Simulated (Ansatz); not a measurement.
The system is Cs2InAgCl6.

```
CELL_PARAMETERS angstrom
0.00000 5.23450 5.23450
5.23450 0.00000 5.23450
5.23450 5.23450 0.00000
ATOMIC_POSITIONS crystal
Cs 0.75000 0.75000 0.75000
Cs 0.25000 0.25000 0.25000
In 0.00000 0.00000 0.00000
Ag 0.50000 0.50000 0.50000
Cl 0.76021 0.76021 0.23979
Cl 0.23979 0.23979 0.76021
Cl 0.76021 0.23979 0.76021
Cl 0.23979 0.76021 0.76021
Cl 0.23979 0.76021 0.23979
Cl 0.76021 0.23979 0.23979
```

```yaml
Program: Ansatz 0.2.0
Task: relaxation of cell and atoms
Functional: PBE
Dispersion: D4
Potentials_or_basis: Ansatz PAW
Cutoff: "420 eV (not typed: the program's choice for these potentials)"
k_mesh: 5 × 5 × 5
Occupations: fermi-dirac, width 0.05 eV
Spin: no spin polarisation
```

At the start: volume 28.69 Å³/atom.

Q: How do energy, volume and symmetry change on relaxing?

A: It ends after 5 steps and the volume is 29.18 Å³/atom (+1.7 %); space group Fm-3m (No. 225, to 0.05 Å).

The path:
```tsv
step	energy change (eV)	largest force (eV/Å)	volume (Å³)
1	0.0000	0.3538	286.85
2	-0.0395	0.1019	291.14
3	-0.0429	0.0119	291.42
4	-0.0430	0.0002	291.79
5	-0.0435	0.0002	291.79
```

Final structure:
```
Cs In Ag Cl
1.0
     0.00000    5.26436    5.26436
     5.26436    0.00000    5.26436
     5.26436    5.26436    0.00000
Cs In Ag Cl
2 1 1 6
Cartesian
  7.8965 7.8965 7.8965
  2.6322 2.6322 2.6322
  0.0000 0.0000 0.0000
  5.2644 5.2644 5.2644
  5.2644 5.2644 7.9761
  5.2644 5.2644 2.5527
  5.2644 7.9761 5.2644
  7.9761 5.2644 5.2644
  5.2644 2.5527 5.2644
  2.5527 5.2644 5.2644
```

Caveat: the plane-wave basis is chosen anew once the cell has moved, so the energies of steps on either side of that aren't comparable.
